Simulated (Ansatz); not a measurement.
# Cl2GeH4: the cost of one run

All numbers below are computed with Ansatz 0.2.0 (RKS PBE0-D4/def2-SVP).

## (1) Starting point

Bond lengths: Ge1–Cl3 2.220 Å, Ge1–H4 1.549 Å, Ge1–H5 1.549 Å, Ge1–Cl6 2.520 Å. Angles: Cl3–Ge1–H4 109.5°, Cl3–Ge1–H5 109.5°, Cl3–Ge1–Cl6 67.1°, H4–Ge1–H5 109.5°, H4–Ge1–Cl6 72.9°, H5–Ge1–Cl6 176.5°.

Structure file:

```xyz
7

Ge    0.0000    0.0000    0.0000
H     0.0000    0.0000    1.9000
Cl    2.0935    0.0000   -0.7393
H    -0.7300    1.2648   -0.5162
H    -0.7300   -1.2648   -0.5162
Cl    1.3216    1.9931    0.7946
H     0.5417    0.8170    1.9424
```

## (2) Pulling towards end A

Springs on the bonds that form and break draw the guess towards this end; the thresholds are loose.

Contents of input.yaml:

```yaml
crystal:
  periodic: [false, false, false]
  atoms:
    - { symbol: Ge, position_ang: [0.0, 0.0, 0.0] }
    - { symbol: H, position_ang: [0.0, 0.0, 1.9] }
    - { symbol: Cl, position_ang: [2.0935, 0.0, -0.7393] }
    - { symbol: H, position_ang: [-0.73, 1.2648, -0.5162] }
    - { symbol: H, position_ang: [-0.73, -1.2648, -0.5162] }
    - { symbol: Cl, position_ang: [1.3216, 1.9931, 0.7946] }
    - { symbol: H, position_ang: [0.5417, 0.817, 1.9424] }
basis:
  gaussian: { orbitals: def2-SVP }
hamiltonian:
  xc: pbe0
  dispersion: d4
relax:
  f_tol: 0.15
  max_steps: 25
  restrain:
    - { distance: [0, 5], at: 3.42, k: 30.0 }
    - { distance: [6, 1], at: 1.86, k: 30.0 }
    - { distance: [0, 1], at: 1.55, k: 30.0 }
    - { distance: [6, 5], at: 1.37, k: 30.0 }
output:
  orbitals: {}
```

The run is started by

```bash
ansatz run input.yaml --threads 2 --pin off --max-ram 3072MiB --backend cpu --events-out ev --progress --plain --runs-dir out
```

Q: Estimate wall time and peak memory on 2 threads of Arm Neoverse V2, shared host.

About 21 s, with a peak of 0.19 GiB.
